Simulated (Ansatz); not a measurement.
# MnSb: the cost of one run

Program: Ansatz 0.2.0. Level of theory: DFT, PBEsol, PAW with Ansatz's default frozen-core files, scalar-relativistic. These are calculated values, not measurements.

## Step 1: Starting point

It takes space group P6_3/mmc (No. 194, hexagonal). The conventional cell has a = 4.150 Å, b = 4.150 Å, c = 5.780 Å, α = 90.00°, β = 90.00°, γ = 120.00°. Mn (site symmetry -3m) is surrounded by 6 Sb at 2.80 Å and 2 Mn at 2.89 Å. Around Sb (site symmetry -6m2) lie 6 Mn at 2.80 Å.

Coordinates:

```xyz
4
Lattice="4.1500 0.0000 0.0000 -2.0750 3.5940 0.0000 0.0000 0.0000 5.7800" Properties=species:S:1:pos:R:3 pbc="T T T"
Mn    0.0000    0.0000    0.0000
Mn    0.0000    0.0000    2.8900
Sb    0.0000    2.3960    1.4450
Sb    2.0750    1.1980    4.3350
```

Atoms are numbered in the order of the input: Mn1, Mn2, Sb3, Sb4.

## Step 2: Free moments from the typed start, PAW

input.yaml

```yaml
crystal:
  lattice:
    - [4.15, 0.0, 0.0]
    - [-2.075, 3.5940054257, 0.0]
    - [0.0, 0.0, 5.78]
  atoms:
    - { symbol: Mn, position: [0.0, 0.0, 0.0], spin: 4.0 }
    - { symbol: Mn, position: [0.0, 0.0, 0.5], spin: 4.0 }
    - { symbol: Sb, position: [0.3333333333, 0.6666666667, 0.25] }
    - { symbol: Sb, position: [0.6666666667, 0.3333333333, 0.75] }
magnetization:
  spin_polarized: true
kpoints:
  mp_grid: { grid: [9, 9, 5] }
scf:
  occupations: { method: fermi_dirac, width: 0.1 }
  lower_state_search: "off"
hamiltonian:
  xc: pbesol
  pseudopotentials: { kind: paw }
output:
  forces: true
  stress: true
  eigenvalues: true
```

Launch:

```sh
ansatz run input.yaml --threads 2 --pin off --max-ram 6144MiB --backend cpu --events-out ev --progress --plain --runs-dir out
```

Q: Estimate wall time and peak memory on 2 threads of Arm Neoverse V1, shared host.

About 9.5 s, with a peak of 0.48 GiB.
